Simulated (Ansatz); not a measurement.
# ClGeH6NSi: up Jacob's ladder to CCSD(T)

An exercise on one series of results from a longer session: the logs are not shown, and one member is left open.

Computed with Ansatz 0.2.0, Gaussian basis. Level: functionals in def2-TZVPP, the program's frozen cores in correlated methods.

Levels to be run: PBE-D4, r2SCAN-D4, PBE0-D4, B3LYP-D4, ωB97X-V, ωB97M-V, B2PLYP; CCSD(T)/def2-TZVPP; MP2/def2-QZVPP; extrapolation to the limit.

## The relaxed structure

All runs share one geometry, relaxed beforehand with PBE0-D4 in a triple-zeta def2 set.

SMILES `[NH2][GeH2][SiH2]Cl`, 10 atoms, charge 0, spin multiplicity 1.

Atoms are counted from 1 here; the program's logs count them from 0.

Bond lengths: N1–Ge2 1.845 Å, N1–H5 1.011 Å, N1–H6 1.011 Å, Ge2–Si3 2.383 Å, Ge2–H7 1.552 Å, Ge2–H8 1.537 Å, Si3–Cl4 2.060 Å, Si3–H9 1.486 Å, Si3–H10 1.485 Å. Angles: Ge2–N1–H5 114.0°, Ge2–N1–H6 113.6°, H5–N1–H6 108.3°, N1–Ge2–Si3 107.4°, N1–Ge2–H7 114.2°, N1–Ge2–H8 106.5°, Si3–Ge2–H7 109.0°, Si3–Ge2–H8 111.4°, H7–Ge2–H8 108.2°, Ge2–Si3–Cl4 110.2°, Ge2–Si3–H9 110.9°, Ge2–Si3–H10 111.1°, Cl4–Si3–H9 107.7°, Cl4–Si3–H10 108.0°, H9–Si3–H10 108.8°.

As a file:

```csv
atom,x (Å),y (Å),z (Å)
N1,-1.4580,1.1203,-0.2004
Ge2,0.2798,0.6377,-0.5888
Si3,0.7602,-1.3494,0.6360
Cl4,-0.4008,-2.9058,-0.0507
H5,-1.6078,1.3780,0.7655
H6,-1.8123,1.8649,-0.7855
H7,1.3362,1.7186,-0.2339
H8,0.3361,0.3907,-2.1051
H9,0.4645,-1.1670,2.0808
H10,2.1851,-1.7393,0.4850
```

Set-up of the first run:

Input file in.yaml:

```yaml
crystal:
  periodic: [false, false, false]
  atoms:
    - {symbol: N, position_ang: [-1.458004, 1.120310, -0.200444]}
    - {symbol: Ge, position_ang: [0.279819, 0.637732, -0.588755]}
    - {symbol: Si, position_ang: [0.760186, -1.349358, 0.636012]}
    - {symbol: Cl, position_ang: [-0.400775, -2.905774, -0.050745]}
    - {symbol: H, position_ang: [-1.607772, 1.377974, 0.765467]}
    - {symbol: H, position_ang: [-1.812280, 1.864923, -0.785478]}
    - {symbol: H, position_ang: [1.336175, 1.718625, -0.233858]}
    - {symbol: H, position_ang: [0.336105, 0.390745, -2.105084]}
    - {symbol: H, position_ang: [0.464498, -1.166984, 2.080806]}
    - {symbol: H, position_ang: [2.185148, -1.739292, 0.484979]}
basis:
  gaussian: {orbitals: def2-TZVPP}
hamiltonian: {xc: pbe, dispersion: d4}
output: {forces: true, orbitals: {seedname: orbitals}}
```

Command:

```console
$ ansatz run in.yaml --threads 4 --pin off --events-out ev --progress --plain --max-ram 10444MiB
```

Steps of the session up to this table: PBE-D4 (GGA); r2SCAN-D4 (meta-GGA); PBE0-D4 (hybrid); B3LYP-D4 (hybrid); ωB97X-V (range-separated); ωB97M-V (range-separated); B2PLYP (double hybrid); CCSD(T) in def2-TZVPP; MP2 in def2-QZVPP.

One of the session's tables, all rows but one given; the rest of the session is left out.

It belongs to the step «Atomisation energies». 

| method | atomisation energy (kcal/mol) |
| --- | --- |
| PBE-D4 | 707.7 |
| r2SCAN-D4 | 706.1 |
| PBE0-D4 | 700.6 |
| B3LYP-D4 | ? |
| ωB97X-V | 714.2 |
| ωB97M-V | 707.2 |
| B2PLYP | 695.8 |
| HF/def2-TZVPP | 503.5 |
| MP2/def2-TZVPP | 690.7 |
| CCSD/def2-TZVPP | 680.5 |
| CCSD(T)/def2-TZVPP | 690.0 |
| MP2/CBS | 711.0 |
| CCSD(T)/CBS | 710.3 |

**Question.** Estimate the row for B3LYP-D4.

As computed: atomisation energy (kcal/mol): 704.6. In the column «atomisation energy (kcal/mol)» it lies between PBE0-D4 (700.6) and r2SCAN-D4 (706.1).

Caveats from the session: Free atoms (1 N, 1 Ge, 1 Si, 1 Cl, 6 H) were run apart at each level; the atomisation energy is their sum less the molecule, without zero-point or spin-orbit terms.
